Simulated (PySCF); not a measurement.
# A gas-phase reaction: GeH6Si + F2 → FGeH5Si + FH

Aim: the reaction energy of `[SiH3][GeH3]` + `FF` → `[F][GeH2][SiH3]` + `F`.

Programs: PySCF 2.14.0. All values are calculated, for the isolated system unless a continuum is named. Atoms count from 0, parts from 1.

## Step 1: Starting point

Each species was relaxed by itself at PBE0-D3(BJ)/def2-SVPD.

## Step 2: Energies of the species: wB97M-D3(BJ)/def2-TZVPD

The job: settings as JSON, then the geometry in Å.

```
{"job": {"kind": "react", "xc": "wB97M-D3(BJ)", "basis": "def2-TZVPD"}, "charge": 0, "multiplicity": 1}
-1 GeH6Si charge 0 multiplicity 1
Si     1.180120     0.002700     0.050370
Ge    -1.198020    -0.016560    -0.064760
H      1.761630    -0.286660    -1.294840
H      1.661250     1.341540     0.505880
H      1.655730    -1.034390     1.014580
H     -1.698780     0.993220    -1.112450
H     -1.810020     0.357260     1.296800
H     -1.710820    -1.413400    -0.457160

-1 F2 charge 0 multiplicity 1
F      0.688410    -0.019660     0.020680
F     -0.688410     0.019660    -0.020680

+1 FGeH5Si charge 0 multiplicity 1
F     -1.701390    -1.096610    -1.201770
Ge    -0.458200    -1.090650     0.059700
Si     0.569290     1.060920    -0.034920
H     -1.217260    -1.381130     1.366950
H      0.474160    -2.263060    -0.294620
H      1.192060     1.256420    -1.375530
H     -0.458460     2.112350     0.213240
H      1.622650     1.129380     1.022340

+1 FH charge 0 multiplicity 1
F      0.456030    -0.000780     0.060980
H     -0.456040     0.000780    -0.060980
```

Level: wB97M-D3(BJ)/def2-TZVPD reaction energy of separated species, gas phase.

Command:

```
$ OMP_NUM_THREADS=1 python cluster_run.py task.json out
```

One launch serves the whole session: the jobs run in the order shown.

**Question.** The jobs that follow are: PBE0-D3(BJ)/def2-TZVPD reaction energy of separated species, gas phase; MP2/def2-TZVPD reaction energy of separated species, gas phase. Predict: reaction energy (wB97M-D3(BJ)/def2-TZVPD); ΔH, ΔG at 298 K (xTB thermal terms). Thermal terms come from harmonic xTB runs on each species.

**Answer**, as computed:

```
                                                quantity                      value
               reaction energy (wB97M-D3(BJ)/def2-TZVPD)            -139.7 kcal/mol
                     ΔH, ΔG at 298 K (xTB thermal terms)    -138.8, -139.5 kcal/mol
range of the reaction energy over the runs of this table  -149.1 to -138.6 kcal/mol
```

In words: The reaction is exothermic by 138.8 kcal/mol in the gas phase; dispersion gives +0.03, and xTB itself gave -115.4 for the electronic energy (xTB energies and thermal terms come from the earlier relaxation of each species, not shown). No barrier was sought. xTB and this level differ widely in the electronic energy, so what comes from xTB (the thermal terms above all) is less safe here. The reaction energy runs from -149.1 (MP2/def2-TZVPD) to -138.6 kcal/mol (PBE0-D3(BJ)/def2-TZVPD).
